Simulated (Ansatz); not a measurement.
# Ag: the cost of one run

Computed with Ansatz 0.2.0 (DFT r2SCAN, scalar-relativistic, plane waves, PAW, unless a step's input says otherwise).

2 further runs of the same task are left out: 2 set aside as unsound or not needed.

### 1 The structure to begin with

Symmetry: Fm-3m, No. 225, cubic system. Conventional cell: a = 4.104 Å, b = 4.104 Å, c = 4.104 Å, α = 90.00°, β = 90.00°, γ = 90.00°. Ag (site symmetry m-3m) is surrounded by 12 Ag at 2.90 Å.

Coordinates:

```cif
data_structure
_symmetry_space_group_name_H-M 'P 1'
_symmetry_Int_Tables_number 1
_cell_length_a 2.9022
_cell_length_b 2.9022
_cell_length_c 4.1044
_cell_angle_alpha 90.000
_cell_angle_beta 90.000
_cell_angle_gamma 90.000
_cell_volume 34.57
loop_
_atom_site_label
_atom_site_type_symbol
_atom_site_fract_x
_atom_site_fract_y
_atom_site_fract_z
_atom_site_occupancy
Ag1 Ag 0.00000 0.00000 0.00000 1
Ag2 Ag 0.50000 0.50000 0.50000 1
```

It goes back to an entry of the Materials Project.

The unstrained cell comes from an earlier run at this level (2 atoms, E(σ→0) -15207.8917 eV, gap none (metal)).

### 2 Strain -1.5 %

The input, input.yaml:

```yaml
crystal:
  lattice:
    - [2.0213955079, 2.0213955079, 0.0]
    - [-2.0598738488, 2.0598738488, 0.0]
    - [0.0, 0.0, 4.1197476976]
  atoms:
    - { symbol: Ag, position: [0.0, 0.0, 0.0] }
    - { symbol: Ag, position: [0.5, 0.5, 0.5] }
basis:
  ecutwfc: 500
kpoints:
  mp_grid: { grid: [18, 18, 12] }
hamiltonian:
  xc: r2scan
scf:
  occupations: { method: gaussian, width: 0.1 }
output:
  forces: true
  stress: true
  eigenvalues: true
relax:
  adjacent_minimum: "off"
  f_tol: 0.008
  max_steps: 40
  cell: { stress_tol: 0.015, fix: [a, angles] }
```

Command:

```bash
> ansatz run input.yaml --threads 1 --pin off --max-ram 2560MiB --backend cpu --events-out ev --progress --plain --runs-dir out
```

Q: Estimate wall time and peak memory on 1 thread of Intel Xeon at 2.50GHz (Skylake/Cascade Lake), shared host.

About 7.6 min, with a peak of 0.88 GiB.
